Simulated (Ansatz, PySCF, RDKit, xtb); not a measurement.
# GaBH4: a search for the lowest isomer

Only the formula GaBH4 is given. Aim: find the structure of lowest free energy at 298.15 K, then its properties.

The funnel: GFN2-xTB relaxations, single points with a density functional, relaxations at PBE0-D3(BJ)/def2-SVP, harmonic vibrations, and a last energy at a higher level. All values are calculated.

9 further runs of the same task are left out: 2 for a known fault of the program, 7 set aside as unsound or not needed.

**1. Drawing up candidates**

All bonding patterns within simple valence rules are listed by program: one Lewis structure each, at most two rings and one unusual centre or charged pair. O–O, O–halogen and N–halogen bonds and N–N–N chains are not drawn. That gives 3 candidates.

```csv
label,SMILES,spin
c046,[BH2][GaH2],singlet
c538,[BH3-][GaH+],singlet
```

Candidates are built by distance geometry, with a force field where one applies, in up to four conformers (letters a to d). 5 starts with atoms placed at random are added, to find patterns that the rules miss.

Q: Predict the outcome of this search (final energies at CCSD(T)/def2-TZVPP).

| quantity | value |
| --- | --- |
| lowest structure found | [BH3-][GaH+], singlet, C3v |
| next finalist | [BH2][GaH2], singlet, 11.6 kcal/mol higher in G |
| share at equilibrium, among the finalists | 100.0 % |
| harmonic wavenumbers, lowest and highest (PBE0-D3(BJ)/def2-SVP) | 70 and 2528 cm⁻¹ |
| rotational constants, same geometry | 3.921, 0.3023 cm⁻¹ |
| dipole moment (PBE0/def2-TZVPD) | 3.49 D |
| HOMO energy (PBE0/def2-TZVPD) | -7.32 eV |
| LUMO energy (PBE0/def2-TZVPD) | -1.89 eV |
| HOMO–LUMO gap (PBE0/def2-TZVPD) | 5.43 eV |
| lowest excitation (TD-CAM-B3LYP/def2-SVPD) | 4.02 eV (f = 0.008) |
| lowest triplet excitation, same level, Tamm-Dancoff | 3.41 eV |
| vertical ionisation energy | 9.52 eV |
| vertical electron affinity | 0.24 eV |
| vertical triplet less singlet | +3.45 eV |

`[BH3-][GaH+]` comes out lowest. The margin of 11.6 kcal/mol over the next finalist is beyond the usual error of the last level; it says nothing of structures that weren't ranked. r2SCAN-D4/def2-SVP, PBE0-D3(BJ)/def2-SVP, HF/def2-TZVPP and MP2/def2-TZVPP already put its bonding pattern lowest among the structures in one piece; GFN2-xTB favours the singlet [B][GaH4] ‡ (c024, not a finalist); HF/STO-3G favours the singlet [BH2][GaH2]. The search is not exhaustive (a finite list of starts, one conformer a finalist), so a lower isomer can't be ruled out. Patterns outside the rules of the enumeration were met only by chance. The lowest isomer need not be the one that is made and kept in a bottle, which depends on barriers.

‡ marks the bonded skeleton alone, with all bonds drawn single: no Lewis structure was assigned that passes a check against the bond lengths.
